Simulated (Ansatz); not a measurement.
**MoH+ (quintet): from Hartree-Fock to the top rungs, def2-SVP**

An exercise on one series of results from a longer session: the logs are not shown, and one member is left open.

Method: def2-SVP, core rule «outside noble gas», up to 4 orbitals frozen; program: Ansatz 0.2.0, Gaussian basis.

To be run: UHF; CCSD(T) on ROHF; CCSD(T) on UHF; CISD as a restricted active space (open shells left free, so some higher excitations enter); CCSDT(Q) on ROHF; CCSDT(Q) on UHF; Full CI.

17 further runs of the same task are left out: 7 for a known fault of the program, 3 that didn't finish, 7 set aside as unsound or not needed. Runs told in other sessions of the task aren't counted.

## What is computed

The geometry is a PBE0/def2-TZVP stationary point (not a proven minimum) of the parent state, kept for this charge and spin. No spin-orbit coupling is included. Elements past krypton take def2 core potentials.

2 atoms, charge 1, spin multiplicity 5.

Atoms are counted from 1 here; the program's logs count them from 0.

Bond lengths: Mo1–H2 1.657 Å.

Set-up of the first run:

Input file in.yaml:

```yaml
crystal:
  periodic: [false, false, false]
  atoms:
    - {symbol: Mo, position_ang: [0.000000, 0.000000, 0.000000]}
    - {symbol: H, position_ang: [0.000000, 0.000000, 1.657400]}
basis:
  gaussian: {orbitals: def2-SVP}
total_charge: 1
magnetization: {spin_polarized: true, initial_magnetization: 4}
hamiltonian: {xc: hf}
output: {orbitals: {seedname: orbitals}}
```

On the command line:

```bash
ansatz run in.yaml --threads 1 --pin off --events-out ev --progress --plain --max-ram 2393MiB
```

Steps of the session up to this table: UHF; CCSD(T) on ROHF; CCSD(T) on UHF; CISD as a restricted active space (open shells left free, so some higher excitations enter); CCSDT(Q) on ROHF; CCSDT(Q) on UHF; Full CI.

One of the session's tables, all rows but one given; the rest of the session is left out.

```
   method  from FCI (kcal/mol)
     ROHF               +55.12
      UHF                    ?
     RMP2               +12.42
     UMP2                +9.92
     CISD                +2.66
    RCCSD                +1.42
    UCCSD                -0.03
 RCCSD(T)                +0.34
 UCCSD(T)                -1.05
   RCCSDT                +0.02
   UCCSDT                -1.40
RCCSDT(Q)                 0.00
UCCSDT(Q)                -1.42
      FCI                    0
```

Q: Estimate the row for UHF from the others.

As computed: from FCI (kcal/mol): +50.38. In the column «from FCI (kcal/mol)» it lies between RMP2 (+12.42) and ROHF (+55.12).

Limits of these values: UCCSD(T), UCCSDT, UCCSDT(Q) fall below full CI: unrestricted runs freeze a spin-polarised core, another one than full CI's, and coupled cluster isn't variational. Levels on UHF freeze UHF's core orbitals, full CI those of ROHF, so the U rows can settle a little off it for that reason alone. Restricted and unrestricted rows rest on different reference determinants; a gap between their highest levels can come from leftover correlation error, from unlike frozen cores or from another state.
